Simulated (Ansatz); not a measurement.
# F₂H₆Si₂Sn: single points with varied inputs

How do the results and run time of F₂H₆Si₂Sn respond when the settings are drawn wide?

Computed with Ansatz 0.2.0, Gaussian basis. Level: the settings change from run to run.

**1. The geometry**

The structure was relaxed beforehand with PBE0-D4 in a triple-zeta def2 set. Sn takes a core potential in def2 sets; no spin-orbit term is included.

SMILES `[F][Sn]([F])([SiH3])[SiH3]`, 11 atoms, charge 0, spin multiplicity 1.

Atoms are counted from 1 here; the program's logs count them from 0.

Bond lengths: F1–Sn2 1.928 Å, Sn2–F3 1.928 Å, Sn2–Si4 2.574 Å, Sn2–Si5 2.574 Å, Si4–H6 1.484 Å, Si4–H7 1.484 Å, Si4–H8 1.482 Å, Si5–H9 1.484 Å, Si5–H10 1.482 Å, Si5–H11 1.484 Å. Angles: F1–Sn2–F3 101.9°, F1–Sn2–Si4 105.1°, F1–Sn2–Si5 105.1°, F3–Sn2–Si4 105.1°, F3–Sn2–Si5 105.1°, Si4–Sn2–Si5 131.1°, Sn2–Si4–H6 108.6°, Sn2–Si4–H7 108.5°, Sn2–Si4–H8 108.1°, H6–Si4–H7 109.9°, H6–Si4–H8 110.8°, H7–Si4–H8 110.8°, Sn2–Si5–H9 108.5°, Sn2–Si5–H10 108.1°, Sn2–Si5–H11 108.6°, H9–Si5–H10 110.8°, H9–Si5–H11 109.9°, H10–Si5–H11 110.8°.

**2. B3LYP5/def2-mTZVPP**

This run has atoms shaken by 0.08 Å, density fitting with def2-universal-jkfit.

in.yaml reads:

```yaml
crystal:
  periodic: [false, false, false]
  atoms:
    - {symbol: F, position_ang: [-0.003992, -2.473637, -0.424183]}
    - {symbol: Sn, position_ang: [0.154531, -0.437142, 0.512430]}
    - {symbol: F, position_ang: [0.797191, -0.874110, 2.139694]}
    - {symbol: Si, position_ang: [-2.313311, 0.172153, 0.629486]}
    - {symbol: Si, position_ang: [2.230576, 0.470622, -1.081485]}
    - {symbol: H, position_ang: [-2.830613, 0.429833, -0.714510]}
    - {symbol: H, position_ang: [-2.169206, 1.611610, 1.219784]}
    - {symbol: H, position_ang: [-2.952719, -0.649678, 1.395818]}
    - {symbol: H, position_ang: [2.518175, 1.866607, -0.439420]}
    - {symbol: H, position_ang: [3.337136, -0.495865, -0.740698]}
    - {symbol: H, position_ang: [1.913226, 0.430586, -2.327675]}
basis:
  gaussian: {orbitals: def2-mTZVPP, fitting: {mean_field: def2-universal-jkfit}}
hamiltonian: {xc: {name: B3LYP5}}
```

The run is started by

```sh
$ ansatz run in.yaml --threads 4 --pin off --events-out ev --progress --plain --max-ram 11315MiB
```

The log of the run:

```text
Functional definition: B3LYP5
  name "B3LYP5"
  cite "Stephens, Devlin, Chabalowski & Frisch, J. Phys. Chem. 98, 11623 (1994) doi:10.1021/j100096a001"
  cite "Becke, Phys. Rev. A 38, 3098 (1988) doi:10.1103/PhysRevA.38.3098"
  cite "Lee, Yang & Parr, Phys. Rev. B 37, 785 (1988) doi:10.1103/PhysRevB.37.785"
  cite "Vosko, Wilk & Nusair, Can. J. Phys. 58, 1200 (1980) doi:10.1139/p80-159"
  parameter a0 = 0.2
  parameter ax = 0.72
  parameter ac = 0.81
  exchange = (1 - a0 - ax)*slater_x + ax*b88_x + a0*exact_x
  correlation = (1 - ac)*vwn5_c + ac*lyp_c
736 factors; integrals over basis functions are off by at most 1.6e0 eV
mean field evaluation 1: about -27110.5039 eV, gradient 6.1e1 eV
mean field evaluation 2: about -26986.7818 eV, gradient 2.3e2 eV
mean field evaluation 4: about -27115.9886 eV, gradient 1.9e1 eV
mean field evaluation 8: about -27116.4758 eV, gradient 8.1e-2 eV
mean field -27116.47396744 eV, -996.5120380974 hartree, gradient 3.7e-5 eV, S^2 0.000000; 0 other end points of the search recorded, 0 dependent functions left out
reference -27116.47431149 eV, -996.5120507410 hartree; 37, 37 occupied and 131, 131 virtual orbitals, 736 factors
Total energy: -27116.47431149 eV, -996.5120507410 hartree
```

Run time: 1.9 s. Hardware: 4 threads of Arm Neoverse V2, shared host; peak memory 0.33 GiB.

**3. BLYP/def2-TZVP**

Set apart from the defaults: finite nuclei, D3(BJ) dispersion.

in.yaml reads:

```yaml
crystal:
  periodic: [false, false, false]
  atoms:
    - {symbol: F, position_ang: [-0.011932, -2.382899, -0.331817]}
    - {symbol: Sn, position_ang: [0.135138, -0.572490, 0.315816]}
    - {symbol: F, position_ang: [0.757855, -0.846142, 2.120290]}
    - {symbol: Si, position_ang: [-2.291057, 0.251938, 0.561666]}
    - {symbol: Si, position_ang: [2.145021, 0.429909, -0.942003]}
    - {symbol: H, position_ang: [-2.897461, 0.345606, -0.789955]}
    - {symbol: H, position_ang: [-2.271632, 1.592098, 1.199626]}
    - {symbol: H, position_ang: [-3.026297, -0.721838, 1.403053]}
    - {symbol: H, position_ang: [2.421289, 1.779814, -0.389885]}
    - {symbol: H, position_ang: [3.307451, -0.468256, -0.745031]}
    - {symbol: H, position_ang: [1.797024, 0.535260, -2.381162]}
basis:
  gaussian: {orbitals: def2-TZVP, nuclear_model: gaussian}
hamiltonian: {xc: {name: BLYP}, dispersion: d3bj}
```

Launched as before.

The log of the run:

```text
Functional definition: BLYP
  name "BLYP"
  cite "Becke, Phys. Rev. A 38, 3098 (1988) doi:10.1103/PhysRevA.38.3098"
  cite "Lee, Yang & Parr, Phys. Rev. B 37, 785 (1988) doi:10.1103/PhysRevB.37.785"
  parameter beta = 0.0042
  parameter a = 0.04918
  parameter b = 0.132
  parameter c = 0.2533
  parameter d = 0.349
  exchange = b88_x(beta = beta)
  correlation = lyp_c(a = a, b = b, c = c, d = d)
1468 factors; their error is unknown
mean field evaluation 1: about -27113.9422 eV, gradient 6.5e1 eV
mean field evaluation 2: about -27055.0215 eV, gradient 2.0e2 eV
mean field evaluation 4: about -27120.7535 eV, gradient 1.0e1 eV
mean field evaluation 8: about -27121.0057 eV, gradient 2.4e-1 eV
mean field evaluation 16: about -27120.9885 eV, gradient 3.8e-5 eV
mean field -27120.98852168 eV, -996.6779449053 hartree, gradient 4.6e-5 eV, S^2 0.000000; 0 other end points of the search recorded, 0 dependent functions left out
reference -27120.98899351 eV, -996.6779622447 hartree; 37, 37 occupied and 185, 185 virtual orbitals, 1468 factors
Total energy: -27121.54263786 eV, -996.6983082994 hartree
```

Wall time 2.3 s (4 threads of Arm Neoverse V2, shared host); peak memory 0.3 GiB.

**4. PBEsol/def2-SVPD**

Options: D4 dispersion, high accuracy.

Changes to in.yaml since step 3:

```diff
@@ -15,3 +15,5 @@
 basis:
-  gaussian: {orbitals: def2-TZVP, nuclear_model: gaussian}
-hamiltonian: {xc: {name: BLYP}, dispersion: d3bj}
+  gaussian: {orbitals: def2-SVPD}
+hamiltonian: {xc: {name: PBEsol}, dispersion: d4}
+accuracy: high
+output: {forces: true}
```

Launched as before.

The log of the run, shortened:

```text
Functional definition: PBEsol
  name "PBEsol"
  cite "Perdew et al., Phys. Rev. Lett. 100, 136406 (2008) doi:10.1103/PhysRevLett.100.136406"
  cite "Perdew, Burke & Ernzerhof, Phys. Rev. Lett. 77, 3865 (1996) doi:10.1103/PhysRevLett.77.3865"
  parent pbesol
[...]
3585 factors; integrals over basis functions are off by at most 3.8e-9 eV
[...]
mean field -27045.24443114 eV, -993.8944009194 hartree, gradient 2.3e-8 eV, S^2 0.000000; 0 other end points of the search recorded, 0 dependent functions left out
[...]
reference -27045.24443745 eV, -993.8944011511 hartree; 37, 37 occupied and 137, 137 virtual orbitals, 3585 factors
Total energy: -27045.33757339 eV, -993.8978238337 hartree
Atom 0 at    -0.011932    -2.382899    -0.331817 Å, force    -0.082405    -1.007177    -0.362180 eV/Å
Atom 1 at     0.135138    -0.572490     0.315816 Å, force    -0.255463     1.120141    -0.621234 eV/Å
Atom 2 at     0.757855    -0.846142     2.120290 Å, force     0.346526    -0.150699     1.004401 eV/Å
Atom 3 at    -2.291057     0.251938     0.561666 Å, force     0.209907    -0.072934    -0.020263 eV/Å
Atom 4 at     2.145021     0.429909    -0.942003 Å, force    -0.173262    -0.088181     0.109627 eV/Å
Atom 5 at    -2.897461     0.345606    -0.789955 Å, force    -0.130545     0.016376    -0.320080 eV/Å
Atom 6 at    -2.271632     1.592098     1.199626 Å, force     0.017217     0.311163     0.150393 eV/Å
Atom 7 at    -3.026297    -0.721838     1.403053 Å, force    -0.163008    -0.238264     0.200517 eV/Å
Atom 8 at     2.421289     1.779814    -0.389885 Å, force     0.055567     0.312572     0.137628 eV/Å
Atom 9 at     3.307451    -0.468256    -0.745031 Å, force     0.267778    -0.221173     0.054234 eV/Å
Atom 10 at     1.797024     0.535260    -2.381162 Å, force    -0.092312     0.018175    -0.333043 eV/Å
Dipole moment:    -0.164939     0.722738    -0.401197 e Å
```

It took 12 s on 4 threads of Arm Neoverse V2, shared host; peak memory 0.83 GiB.

Largest force 1.306 eV/Å, dipole 4.05 D.

**5. CAM-B3LYP/def2-TZVPP**

Options: charge +1, multiplicity 2, a point charge of 2.00 e beside it, D4 dispersion.

Changes to in.yaml since step 4:

```diff
@@ -15,5 +15,5 @@
 basis:
-  gaussian: {orbitals: def2-SVPD}
-hamiltonian: {xc: {name: PBEsol}, dispersion: d4}
-accuracy: high
-output: {forces: true}
+  gaussian: {orbitals: def2-TZVPP, point_charges: [{charge: 2.00, position_ang: [7.366, -0.055, 0.322]}]}
+total_charge: 1
+magnetization: {spin_polarized: true, initial_magnetization: 1}
+hamiltonian: {xc: {name: CAM-B3LYP}, dispersion: d4}
```

Same command.

The log of the run, shortened:

```text
Functional definition: CAM-B3LYP
  name "CAM-B3LYP"
  cite "Yanai, Tew & Handy, Chem. Phys. Lett. 393, 51 (2004) doi:10.1016/j.cplett.2004.06.011"
  cite "Iikura, Tsuneda, Yanai & Hirao, J. Chem. Phys. 115, 3540 (2001) doi:10.1063/1.1383587"
  cite "Becke, Phys. Rev. A 38, 3098 (1988) doi:10.1103/PhysRevA.38.3098"
  cite "Lee, Yang & Parr, Phys. Rev. B 37, 785 (1988) doi:10.1103/PhysRevB.37.785"
  cite "Vosko, Wilk & Nusair, Can. J. Phys. 58, 1200 (1980) doi:10.1139/p80-159"
[...]
  # Exact exchange under (alpha + beta erf(omega r))/r, Becke's under what is left of 1/r.
[...]
1680 factors; their error is unknown
390 factors; integrals over basis functions are off by at most 1.4e-5 eV
[...]
mean field -27108.08944203 eV, -996.2039124716 hartree, gradient 2.0e-5 eV, S^2 0.762136; 0 other end points of the search recorded, 0 dependent functions left out
reference -27108.08961361 eV, -996.2039187771 hartree; 37, 36 occupied and 243, 244 virtual orbitals, 1680 factors
Total energy: -27108.29781628 eV, -996.2115700842 hartree
```

Run time: 14 s. Hardware: 4 threads of Arm Neoverse V2, shared host; peak memory 1.4 GiB.

⟨S²⟩ 0.762.

**6. B2GP-PLYP/def2-mTZVP**

Options: a point charge of 0.50 e beside it.

Changes to in.yaml since step 5:

```diff
@@ -15,5 +15,3 @@
 basis:
-  gaussian: {orbitals: def2-TZVPP, point_charges: [{charge: 2.00, position_ang: [7.366, -0.055, 0.322]}]}
-total_charge: 1
-magnetization: {spin_polarized: true, initial_magnetization: 1}
-hamiltonian: {xc: {name: CAM-B3LYP}, dispersion: d4}
+  gaussian: {orbitals: def2-mTZVP, point_charges: [{charge: 0.50, position_ang: [6.061, 0.125, -0.517]}]}
+hamiltonian: {xc: {name: B2GP-PLYP}}
```

Launched as before.

The log of the run, shortened:

```text
Functional definition: B2GP-PLYP
  name "B2GP-PLYP"
  cite "Karton, Tarnopolsky, Lamère, Schatz & Martin, J. Phys. Chem. A 112, 12868 (2008) doi:10.1021/jp801805p"
  cite "Becke, Phys. Rev. A 38, 3098 (1988) doi:10.1103/PhysRevA.38.3098"
  cite "Lee, Yang & Parr, Phys. Rev. B 37, 785 (1988) doi:10.1103/PhysRevB.37.785"
[...]
1306 factors; integrals over basis functions are off by at most 7.2e-4 eV
[...]
mean field -27090.28777986 eV, -995.5497134531 hartree, gradient 3.5e-6 eV, S^2 0.000000; 0 other end points of the search recorded, 0 dependent functions left out
16 core orbitals not correlated: weight in the atoms' cores, before any rotation towards them, 1.000 or more for the frozen orbitals, at most 0.000 for the correlated occupied ones
reference -27090.28794002 eV, -995.5497193391 hartree; 21, 21 occupied and 99, 99 virtual orbitals, 1306 factors
second order -22.22921069 eV of doubles, -0.00000000 eV of singles
Total energy: -27098.29045587 eV, -995.8438063722 hartree
```

Wall time 3.6 s (4 threads of Arm Neoverse V2, shared host); peak memory 0.36 GiB.

**7. wB97/def2-SVP**

Set apart from the defaults: unrestricted orbitals, a grid of angular degree 11.

Changes to in.yaml since step 6:

```diff
@@ -15,3 +15,5 @@
 basis:
-  gaussian: {orbitals: def2-mTZVP, point_charges: [{charge: 0.50, position_ang: [6.061, 0.125, -0.517]}]}
-hamiltonian: {xc: {name: B2GP-PLYP}}
+  gaussian: {orbitals: def2-SVP, final_grid: {core_spheres: 5, valence_spheres: 4, degree: 11}}
+magnetization: {spin_polarized: true, initial_magnetization: 0}
+hamiltonian: {xc: {name: wB97}}
+output: {forces: true}
```

The command is unchanged.

The log of the run, shortened:

```text
Functional definition: wB97
  name "wB97"
  cite "Chai & Head-Gordon, J. Chem. Phys. 128, 084106 (2008) doi:10.1063/1.2834918"
  cite "Becke, J. Chem. Phys. 107, 8554 (1997) doi:10.1063/1.475007"
[...]
  # The coefficients of nought are those of the uniform gas.
[...]
      + integral(e_c_pw_opposite_spin*poly(b97_u_opposite, 1, cos1, cos2, cos3, cos4))
1327 factors; their error is unknown
472 factors; integrals over basis functions are off by at most 1.2e-5 eV
[...]
mean field -27109.91710598 eV, -996.2710778830 hartree, gradient 7.6e-5 eV, S^2 0.000000; 0 other end points of the search recorded, 0 dependent functions left out
[...]
reference -27109.91709980 eV, -996.2710776560 hartree; 37, 37 occupied and 83, 83 virtual orbitals, 1327 factors
Total energy: -27109.91709980 eV, -996.2710776560 hartree
Atom 0 at    -0.011932    -2.382899    -0.331817 Å, force     0.005157    -0.521209    -0.046728 eV/Å
Atom 1 at     0.135138    -0.572490     0.315816 Å, force    -0.175425     0.775761    -0.425571 eV/Å
Atom 2 at     0.757855    -0.846142     2.120290 Å, force     0.160143    -0.208459     0.447869 eV/Å
Atom 3 at    -2.291057     0.251938     0.561666 Å, force     0.351955    -0.030630    -0.091593 eV/Å
Atom 4 at     2.145021     0.429909    -0.942003 Å, force    -0.332028    -0.057926     0.140246 eV/Å
Atom 5 at    -2.897461     0.345606    -0.789955 Å, force    -0.065275    -0.009058    -0.104533 eV/Å
Atom 6 at    -2.271632     1.592098     1.199626 Å, force    -0.010307     0.100418     0.071057 eV/Å
Atom 7 at    -3.026297    -0.721838     1.403053 Å, force    -0.037653    -0.074410     0.058134 eV/Å
Atom 8 at     2.421289     1.779814    -0.389885 Å, force     0.044167     0.102718     0.052390 eV/Å
Atom 9 at     3.307451    -0.468256    -0.745031 Å, force     0.070429    -0.070083     0.021590 eV/Å
Atom 10 at     1.797024     0.535260    -2.381162 Å, force    -0.011162    -0.007120    -0.122862 eV/Å
Dipole moment:    -0.159428     0.698427    -0.387827 e Å
```

It took 2 s on 4 threads of Arm Neoverse V2, shared host; peak memory 0.27 GiB.

Largest force 0.902 eV/Å, dipole 3.91 D, ⟨S²⟩ 0.000.

**8. rPW86-PBE/STO-3G**

Set apart from the defaults: high accuracy.

Changes to in.yaml since step 7:

```diff
@@ -15,5 +15,5 @@
 basis:
-  gaussian: {orbitals: def2-SVP, final_grid: {core_spheres: 5, valence_spheres: 4, degree: 11}}
-magnetization: {spin_polarized: true, initial_magnetization: 0}
-hamiltonian: {xc: {name: wB97}}
+  gaussian: {orbitals: STO-3G}
+hamiltonian: {xc: {name: rPW86-PBE}}
+accuracy: high
 output: {forces: true}
```

Launched as before.

The log of the run, shortened:

```text
Functional definition: rPW86-PBE
  name "rPW86-PBE"
  cite "Murray, Lee & Langreth, J. Chem. Theory Comput. 5, 2754 (2009) doi:10.1021/ct900365q"
  cite "Perdew, Burke & Ernzerhof, Phys. Rev. Lett. 77, 3865 (1996) doi:10.1103/PhysRevLett.77.3865"
  parent pbe
[...]
1234 factors; integrals over basis functions are off by at most 2.0e-8 eV
[...]
mean field -183404.52293212 eV, -6739.9919017046 hartree, gradient 7.3e-9 eV, S^2 0.000000; 0 other end points of the search recorded, 0 dependent functions left out
[...]
reference -183404.52294382 eV, -6739.9919021346 hartree; 51, 51 occupied and 10, 10 virtual orbitals, 1234 factors
Total energy: -183404.52294382 eV, -6739.9919021346 hartree
Atom 0 at    -0.011932    -2.382899    -0.331817 Å, force     0.031595    -0.091570     0.081962 eV/Å
Atom 1 at     0.135138    -0.572490     0.315816 Å, force    -0.036032     0.159553    -0.087426 eV/Å
Atom 2 at     0.757855    -0.846142     2.120290 Å, force     0.016801    -0.121126     0.035463 eV/Å
Atom 3 at    -2.291057     0.251938     0.561666 Å, force     0.788031     0.056691    -0.282876 eV/Å
Atom 4 at     2.145021     0.429909    -0.942003 Å, force    -0.799602    -0.006710     0.255304 eV/Å
Atom 5 at    -2.897461     0.345606    -0.789955 Å, force    -0.025320     0.030687     0.697177 eV/Å
Atom 6 at    -2.271632     1.592098     1.199626 Å, force    -0.324653    -0.564548    -0.252960 eV/Å
Atom 7 at    -3.026297    -0.721838     1.403053 Å, force     0.076854     0.524594    -0.352952 eV/Å
Atom 8 at     2.421289     1.779814    -0.389885 Å, force     0.143756    -0.545461    -0.412374 eV/Å
Atom 9 at     3.307451    -0.468256    -0.745031 Å, force    -0.312781     0.509125    -0.220277 eV/Å
Atom 10 at     1.797024     0.535260    -2.381162 Å, force     0.441353     0.048766     0.538958 eV/Å
Dipole moment:    -0.047153     0.206239    -0.114807 e Å
```

It took 7 s on 4 threads of Arm Neoverse V2, shared host; peak memory 0.4 GiB.

Largest force 0.839 eV/Å, dipole 1.16 D.

**9. RPA/x2c-TZVPPall**

Options: high accuracy, the search for lower states set to full.

Changes to in.yaml since step 8:

```diff
@@ -15,5 +15,6 @@
 basis:
-  gaussian: {orbitals: STO-3G}
-hamiltonian: {xc: {name: rPW86-PBE}}
+  gaussian: {orbitals: x2c-TZVPPall}
+hamiltonian: {xc: {name: r2SCAN}}
+correlation: {method: rpa}
 accuracy: high
-output: {forces: true}
+scf: {lower_state_search: full}
```

Launched as before.

The log of the run, shortened:

```text
Functional definition: r2SCAN
  name "r2SCAN"
  cite "Furness, Kaplan, Ning, Perdew & Sun, J. Phys. Chem. Lett. 11, 8208 (2020) doi:10.1021/acs.jpclett.0c02405"
  cite "Furness, Kaplan, Ning, Perdew & Sun, J. Phys. Chem. Lett. 11, 9248 (2020) doi:10.1021/acs.jpclett.0c03077"
  parent r2scan
[...]
5033 factors; integrals over basis functions are off by at most 2.0e-7 eV
[...]
mean field -189401.63620793 eV, -6960.3817496013 hartree, gradient 4.1e-8 eV, S^2 0.000000; 0 other end points of the search recorded, 0 dependent functions left out
30 core orbitals not correlated: weight in the atoms' cores, before any rotation towards them, 1.000 or more for the frozen orbitals, at most 0.000 for the correlated occupied ones
reference -189272.53425136 eV, -6955.6373402061 hartree; 21, 21 occupied and 239, 239 virtual orbitals, 5033 factors
Total energy: -189317.88109356 eV, -6957.3038059195 hartree
Relativity: scalar
```

Wall time 76 s (4 threads of Arm Neoverse V2, shared host); peak memory 3.1 GiB.

**10. PBE0/def2-SVP**

This run has charge -1, multiplicity 2, D3(BJ) dispersion, high accuracy.

Changes to in.yaml since step 9:

```diff
@@ -15,6 +15,6 @@
 basis:
-  gaussian: {orbitals: x2c-TZVPPall}
-hamiltonian: {xc: {name: r2SCAN}}
-correlation: {method: rpa}
+  gaussian: {orbitals: def2-SVP}
+total_charge: -1
+magnetization: {spin_polarized: true, initial_magnetization: 1}
+hamiltonian: {xc: {name: PBE0}, dispersion: d3bj}
 accuracy: high
-scf: {lower_state_search: full}
```

The command is unchanged.

The log of the run, shortened:

```text
Functional definition: PBE0
  name "PBE0"
  cite "Adamo & Barone, J. Chem. Phys. 110, 6158 (1999) doi:10.1063/1.478522"
  cite "Perdew, Burke & Ernzerhof, Phys. Rev. Lett. 77, 3865 (1996) doi:10.1103/PhysRevLett.77.3865"
  parent pbe
[...]
2679 factors; integrals over basis functions are off by at most 1.8e-8 eV
[...]
mean field -27098.02569037 eV, -995.8340764196 hartree, gradient 5.2e-8 eV, S^2 0.755043; 6 other end points of the search recorded, 0 dependent functions left out
reference -27098.02569397 eV, -995.8340765521 hartree; 38, 37 occupied and 82, 83 virtual orbitals, 2679 factors
Total energy: -27098.25432458 eV, -995.8424785719 hartree
```

Run time: 31 s. Hardware: 4 threads of Arm Neoverse V2, shared host; peak memory 0.9 GiB.

⟨S²⟩ 0.755.

**11. The runs in one table**

```csv
level,charge,multiplicity,geometry,functions,energy (eV),time
B3LYP5/def2-mTZVPP,0,1,shaken,168,-27116.474,1.9 s
BLYP/def2-TZVP,0,1,relaxed,222,-27121.543,2.3 s
PBEsol/def2-SVPD,0,1,relaxed,174,-27045.338,12 s
CAM-B3LYP/def2-TZVPP,1,2,"relaxed, point charge",280,-27108.298,14 s
B2GP-PLYP/def2-mTZVP,0,1,"relaxed, point charge",136,-27098.290,3.6 s
wB97/def2-SVP,0,1,relaxed,120,-27109.917,2 s
rPW86-PBE/STO-3G,0,1,relaxed,61,-183404.523,7 s
RPA/x2c-TZVPPall,0,1,relaxed,290,-189317.881,76 s
PBE0/def2-SVP,-1,2,relaxed,120,-27098.254,31 s
```

**12. Results**

| quantity | value |
| --- | --- |
| runs | 9 |
| quickest | B3LYP5/def2-mTZVPP, 1.9 s |
| slowest | RPA/x2c-TZVPPall, 76 s |
| spread of total energies, same state and geometry | 162272.5 eV |
| dipole, same state and geometry | 1.16 to 4.05 D |

RPA/x2c-TZVPPall took 40 times as long as B3LYP5/def2-mTZVPP. The jobs differ in tasks and options as well as level. Total energies at one charge and spin differ by 162273 eV between levels, so only differences within one level mean anything. Some of these runs are scalar-relativistic and others not, which shifts the totals of all-electron atoms past neon by several eV an atom and more; core potentials, where a basis has them, take the core out of the total altogether. At the PBE0-D4/def2-TZVP geometry and in the same state, the sound runs without point charges leave forces up to 1.31 eV/Å (PBEsol/def2-SVPD). At that geometry and state the dipole changes by 250 % between the lowest and highest value.
